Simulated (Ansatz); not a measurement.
# CsPbBr3: the cost of one run

Program: Ansatz 0.2.0. Level of theory: DFT PBE, scalar-relativistic, plane waves, PAW. These are calculated values, not measurements.

## Step 1: Starting point

Symmetry: Pm-3m, No. 221, cubic system. The conventional cell has a = 5.870 Å, b = 5.870 Å, c = 5.870 Å, α = 90.00°, β = 90.00°, γ = 90.00°. Cs (site symmetry m-3m) has 12 Br at 4.15 Å in its first shell of neighbours. Pb (site symmetry m-3m) is surrounded by 6 Br at 2.94 Å. Br (site symmetry 4/mmm) is surrounded by 2 Pb at 2.94 Å and 4 Cs at 4.15 Å.

As a file:

```
Cs Pb Br
1.0
     5.87000    0.00000    0.00000
     0.00000    5.87000    0.00000
     0.00000    0.00000    5.87000
Cs Pb Br
1 1 3
Direct
  0.00000 0.00000 0.00000
  0.50000 0.50000 0.50000
  0.00000 0.50000 0.50000
  0.50000 0.00000 0.50000
  0.50000 0.50000 0.00000
```

The cell is taken as given, not relaxed at this level.

## Step 2: Zero of the scan

input.yaml reads:

```yaml
crystal:
  lattice:
    - [5.87, 0.0, 0.0]
    - [0.0, 5.87, 0.0]
    - [0.0, 0.0, 5.87]
  atoms:
    - { symbol: Cs, position: [0.0, 0.0, 0.0] }
    - { symbol: Pb, position: [0.5, 0.5, 0.5] }
    - { symbol: Br, position: [0.0, 0.5, 0.5] }
    - { symbol: Br, position: [0.5, 0.0, 0.5] }
    - { symbol: Br, position: [0.5, 0.5, 0.0] }
basis:
  ecutwfc: 420
kpoints:
  mp_grid: { grid: [6, 6, 6] }
hamiltonian:
  xc: pbe
scf:
  occupations: { method: gaussian, width: 0.05 }
output:
  forces: true
  stress: true
  eigenvalues: true
  write_density: true
  write_potential: true
  elf: true
  volumetric_format: npy
```

On the command line:

```sh
> ansatz run input.yaml --threads 1 --pin off --max-ram 2560MiB --backend cpu --events-out ev --progress --plain --runs-dir out
```

**Question.** How long does this run take on 1 thread of Arm Neoverse V1, shared host, and how much memory does it need?

About 8.6 s, with a peak of 0.43 GiB.
